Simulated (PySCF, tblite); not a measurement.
**C3H9ClSSi2: geometry, infrared bands and NMR shifts**

What infrared bands and NMR shifts should C3H9ClSSi2 (`CS[SiH2]/C(Cl)=C\[SiH3]`) show?

Programs: tblite 0.8.0 and PySCF 2.14.0, with density-fitted response routines of our own. Each step states its level of theory. These are calculated values for one molecule in the gas phase, unless marked as measured. Atoms count from 0, in the outputs and in this text.

### 1 Starting geometry

16 atoms, charge 0, multiplicity 1; geometry from: force field or distance geometry start.

Bonds of the start (Å): C0–S1 1.79, S1–Si2 2.16, Si2–C3 1.89, C3–Cl4 1.76, C3–C5 1.34, C5–Si6 1.83, C0–H7 1.09, C0–H8 1.09, C0–H9 1.11, Si2–H10 1.47, Si2–H11 1.49, C5–H12 1.08, Si6–H13 1.48, Si6–H14 1.49, Si6–H15 1.47.

### 2 Optimising the geometry with GFN2-xTB

What the job is given:

```
{"job": {"kind": "relax", "xc": "GFN2-xTB", "basis": "xTB"}, "charge": 0, "multiplicity": 1}
C     -2.650900    -0.685900    -0.298700
S     -1.409500    -1.568800     0.637300
Si    -0.449400    -0.022300     1.798900
C      0.330300     1.195200     0.580100
Cl    -0.464100     2.757600     0.400000
C      1.430400     0.995900    -0.164100
Si     2.555300    -0.447300    -0.298500
H     -2.190300     0.040000    -0.975900
H     -3.228900    -1.401800    -0.891600
H     -3.353800    -0.159300     0.373200
H      0.564600    -0.630500     2.675200
H     -1.503300     0.645200     2.618700
H      1.763800     1.794600    -0.810700
H      1.959200    -1.474500    -1.184800
H      2.791600    -1.018400     1.052000
H      3.847400    -0.010700    -0.855100
```

On the command line:

```console
> OMP_NUM_THREADS=1 python probes_run.py task.json out
```

This one command runs all jobs of the session in turn.

**Question.** This job is followed by: GFN2-xTB harmonic vibrations, gas phase; GIAO PBE0/pcSseg-1 NMR shielding, non-relativistic, gas phase. Predict these results of the whole session: strongest single infrared mode (GFN2-xTB); zero-point energy (GFN2-xTB); ¹³C shifts against TMS (PBE0/pcSseg-1); ¹H shifts against TMS (PBE0/pcSseg-1, means over atoms taken as alike); ³³S shifts against CS2 (PBE0/pcSseg-1); ²⁹Si shifts against TMS (PBE0/pcSseg-1); ³⁵Cl shifts against HCl (PBE0/pcSseg-1); surface potential, 1st and 99th percentile.

**Answer**, as computed:

| quantity | value |
| --- | --- |
| strongest single infrared mode (GFN2-xTB) | 801 cm⁻¹, 434 km/mol |
| zero-point energy (GFN2-xTB) | 63.5 kcal/mol |
| ¹³C shifts against TMS (PBE0/pcSseg-1) | 157.4, 145.0, 13.5 ppm |
| ¹H shifts against TMS (PBE0/pcSseg-1, means over atoms taken as alike) | 7.32, 5.21, 4.29, 2.03 ppm |
| ³³S shifts against CS2 (PBE0/pcSseg-1) | -204 ppm |
| ²⁹Si shifts against TMS (PBE0/pcSseg-1) | -25.9, -84.8 ppm |
| ³⁵Cl shifts against HCl (PBE0/pcSseg-1) | 383 ppm |
| surface potential, 1st and 99th percentile | -0.86 V and 1.19 V |

In words: Over 140 steps the energy fell by 0.171 eV; of the close pairs, C5–Si6 changed most, 1.835 to 1.887 Å. The lowest mode is imaginary (26i cm⁻¹), so the xTB geometry is not a minimum. The strongest single mode, at 801 cm⁻¹, is carried by H15, Si6, H13, C5. GFN2-xTB is a fitted tight-binding method: band positions and strengths are rough. Its intensities can rank the bands wrongly. H12 (hydrogen on an alkene CH) lies farthest downfield among hydrogen, at 7.32 ppm; olefinic region. At PBE0/pcSseg-1: The widest tensor belongs to Cl4: span 595 ppm, with a paramagnetic part of -580 ppm. By nearest atom (PBE0/pcSseg-1), the HOMO sits on S1 77 % and the LUMO on C3, C5 about 27 % each; Si2 8 %.
